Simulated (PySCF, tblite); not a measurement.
**CH10N2OSi3: geometry, infrared bands and NMR shifts**

Aim: predict the infrared bands and NMR shifts of CH10N2OSi3 (`CN[Si@@H]1[SiH2]O[Si@@H]1N`).

The runs use tblite 0.8.0 and PySCF 2.14.0, with density-fitted response routines of our own; the level of theory stands in each step. All values are computed, except where a source is named. Atoms count from 0, in the outputs and in this text.

## (1) Starting geometry

17 atoms, charge 0, multiplicity 1; geometry from: force field or distance geometry start.

Bonds of the start (Å): C0–N1 1.45, N1–Si2 1.73, Si2–Si3 2.27, Si3–O4 1.69, O4–Si5 1.67, Si5–N6 1.69, Si5–Si2 2.28, C0–H7 1.09, C0–H8 1.09, C0–H9 1.11, N1–H10 1.03, Si2–H11 1.48, Si3–H12 1.48, Si3–H13 1.48, Si5–H14 1.48, N6–H15 1.03, N6–H16 1.02.

## (2) Relaxing the molecule with GFN2-xTB

What the job is given:

```
{"job": {"kind": "relax", "xc": "GFN2-xTB", "basis": "xTB"}, "charge": 0, "multiplicity": 1}
C     -1.370400     2.142500    -1.062000
N     -1.367300     0.698700    -0.943100
Si     0.036100    -0.276800    -1.184000
Si     0.052000    -2.395200    -0.359800
O      0.493700    -1.842200     1.170400
Si     1.402400    -0.559700     0.621100
N      1.267900     0.597400     1.851900
H     -1.046300     2.468600    -2.052900
H     -0.736200     2.619300    -0.308100
H     -2.404300     2.512700    -0.914400
H     -1.790200     0.446500    -0.040600
H      0.662100    -0.021800    -2.506100
H      1.094800    -3.292400    -0.910100
H     -1.280700    -3.045700    -0.294700
H      2.819600    -0.919300     0.405800
H      1.843500     0.300500     2.651600
H      0.316200     0.578900     2.218000
```

On the command line:

```console
> OMP_NUM_THREADS=1 python probes_run.py task.json out
```

This one command runs all jobs of the session in turn.

**Question.** This job is followed by: GFN2-xTB harmonic vibrations, gas phase; GIAO PBE0/pcSseg-1 NMR shielding, non-relativistic, gas phase. Predict these results of the whole session: strongest single infrared mode (GFN2-xTB); zero-point energy (GFN2-xTB); ¹³C shifts against TMS (PBE0/pcSseg-1); ¹H shifts against TMS (PBE0/pcSseg-1, means over atoms taken as alike); ¹⁵N shifts against NH3 (PBE0/pcSseg-1); ²⁹Si shifts against TMS (PBE0/pcSseg-1); ¹⁷O shifts against H2O (PBE0/pcSseg-1).

The runs gave:

| quantity | value |
| --- | --- |
| strongest single infrared mode (GFN2-xTB) | 751 cm⁻¹, 550 km/mol |
| zero-point energy (GFN2-xTB) | 72.9 kcal/mol |
| ¹³C shifts against TMS (PBE0/pcSseg-1) | 36.6 ppm |
| ¹H shifts against TMS (PBE0/pcSseg-1, means over atoms taken as alike) | 5.94, 5.72, 5.53, 5.18, 2.85, 1.44, -0.01 ppm |
| ¹⁵N shifts against NH3 (PBE0/pcSseg-1) | 46.1, 22.3 ppm |
| ²⁹Si shifts against TMS (PBE0/pcSseg-1) | 13.3, 0.8, -11.8 ppm |
| ¹⁷O shifts against H2O (PBE0/pcSseg-1) | 132.7 ppm |

**Reading.** Relaxing lowered the energy by 1.067 eV in 125 steps; the close pair that moved most is Si3–Si5, from 2.481 to 2.827 Å. No mode is imaginary among the 45: a minimum at this level. The strongest single mode, at 751 cm⁻¹, has its largest shares on O4, H12, H13 and H14 (the list is cut at 4 atoms). GFN2-xTB is a fitted tight-binding method: band positions and strengths are rough. Its intensities can rank the bands wrongly. At PBE0/pcSseg-1: Shielding is most anisotropic at O4 (span 249 ppm, paramagnetic term -199 ppm).
